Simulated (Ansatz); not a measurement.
# CH3AlOS: the cost of one run

Method: RKS revPBE-D4/6-31G*, in Ansatz 0.2.0.

1 further run of the same task is left out (it didn't finish).

## 1. Starting point

Bond lengths: O1–Al2 1.630 Å, Al2–C3 1.956 Å, Al2–S4 2.165 Å, C3–S4 2.013 Å, O1–H5 0.948 Å, C3–H6 1.086 Å, C3–H7 1.086 Å. Angles: O1–Al2–C3 150.8°, O1–Al2–S4 151.0°, C3–Al2–S4 58.2°, Al2–O1–H5 178.4°, Al2–C3–S4 66.1°, Al2–C3–H6 124.8°, Al2–C3–H7 125.1°, S4–C3–H6 106.6°, S4–C3–H7 106.6°, H6–C3–H7 109.8°, Al2–S4–C3 55.7°.

Coordinates:

```xyz
7

O    -1.8442    0.9446   -0.7619
Al   -0.5725    0.0239   -0.3228
C     1.1408   -0.1947    0.5946
S     0.4812   -1.8670   -0.3122
H    -2.5706    1.5009   -1.0091
H     1.2530   -0.4362    1.6479
H     2.1124    0.0285    0.1635
```

## 2. Preparing the start

File input.yaml:

```yaml
crystal:
  periodic: [false, false, false]
  atoms:
    - { symbol: O, position_ang: [-1.84422, 0.94462, -0.76187] }
    - { symbol: Al, position_ang: [-0.57254, 0.02391, -0.32281] }
    - { symbol: C, position_ang: [1.14083, -0.19473, 0.59461] }
    - { symbol: S, position_ang: [0.48117, -1.86698, -0.31224] }
    - { symbol: H, position_ang: [-2.5706, 1.50087, -1.00906] }
    - { symbol: H, position_ang: [1.25299, -0.4362, 1.64788] }
    - { symbol: H, position_ang: [2.11236, 0.02851, 0.16348] }
basis:
  gaussian: { orbitals: "6-31G*" }
hamiltonian:
  xc: revpbe
  dispersion: d4
relax:
  f_tol: 0.02
  max_steps: 40
scf:
  lower_state_search: "off"
output:
  orbitals: {}
```

Started as:

```console
$ ansatz run input.yaml --threads 1 --pin off --max-ram 2048MiB --backend cpu --events-out ev --progress --plain --runs-dir out
```

Q: Estimate wall time and peak memory on 1 thread of Arm Neoverse V2, shared host.

About 26 s, with a peak of 0.14 GiB.
